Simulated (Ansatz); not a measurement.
Working through cell relaxations under several functionals of Pt3Pb, space group Pm-3m

With Ansatz 0.2.0 through its Python package.

Run as a notebook:

**Cell 1**
```python
import warnings

import ansatz as az
import numpy as np
```

**Cell 2**
```python
def edges_and_angles(cell):
    cell = np.asarray(cell)
    a, b, c = np.linalg.norm(cell, axis=1)
    cosines = cell[1] @ cell[2] / (b * c), cell[0] @ cell[2] / (a * c), cell[0] @ cell[1] / (a * b)
    return (a, b, c, *np.degrees(np.arccos(cosines)))
```

**Cell 3**
```python
warnings.simplefilter("ignore", az.DeckWarning)
```

**Cell 4**
```python
pt3pb = (
    az.Lattice.cubic(4.058)
    .space_group(221)
    .atom("Pt", (0.0, 0.5, 0.5))
    .atom("Pb", (0.0, 0.0, 0.0))
)
```

**Cell 5**
```python
pt3pb.resolved().tree()["lattice"]
```
Output:
```text
((4.058, 0.0, 0.0), (2.4848083554699797e-16, 4.058, 0.0),
 (2.4848083554699797e-16, 2.4848083554699797e-16, 4.058))
```

**Cell 6**
```python
job = (
    pt3pb.calculation()
    .kpoints(spacing=0.32)
    .occupations("fermi_dirac", width=0.05)
    .relax(cell=True, force_tolerance=0.01)
)

levels = [("lda", "none"), ("pbesol", "none"), ("pbesol", "d3bj")]
print("level            a       b       c    alpha   beta  gamma  V/atom  steps")
for name, dispersion in levels:
    seen = []
    run = job.functional(name, dispersion=dispersion).session().plan()
    result = run.execute(on_event=lambda e: seen.append(e) if e["event"] == "relax_step" else None)
    cell = result.lattice.cell_ang
    label = name if dispersion == "none" else f"{name}+{dispersion}"
    print("{:13s} {:7.4f} {:7.4f} {:7.4f} {:6.2f} {:6.2f} {:6.2f}".format(label, *edges_and_angles(cell)), f"{abs(np.linalg.det(cell)) / len(result.lattice.sites):7.3f} {len(seen):5d}")
```
Output:
```text
level            a       b       c    alpha   beta  gamma  V/atom  steps
lda            4.0381  4.0381  4.0381  90.00  90.00  90.00  16.461     5
pbesol         4.0665  4.0665  4.0665  90.00  90.00  90.00  16.812     6
pbesol+d3bj    4.0227  4.0227  4.0227  90.00  90.00  90.00  16.274     6
```

From smallest to largest: PBEsol+D3BJ (16.27 Å³ an atom, -2.6 % against the start), LDA (16.46 Å³ an atom, -1.5 % against the start) and PBEsol (16.81 Å³ an atom, +0.6 % against the start). The spread is 3.3 % in volume.

Reading the output:
- Forces vanish by symmetry, so the ions can't move, and the end may be a saddle.
- Dispersion corrections can be off by several per cent in the lattices of metals, and by several GPa in the pressure at a fixed cell.
- For a metal this k-point mesh is coarse: on a finer one energies can move by several to tens of meV an atom and pressures by half a GPa or more, differences at one mesh by less.
- Spin-orbit coupling, which matters for elements this heavy, is left out.
- The starting cell is as deposited in a crystallographic database; the results hold for this polymorph, which needn't be the stable one.
- The whole script took 22 s on 1 thread of Arm Neoverse V2, with other jobs on the host, peak memory 0.43 GiB.
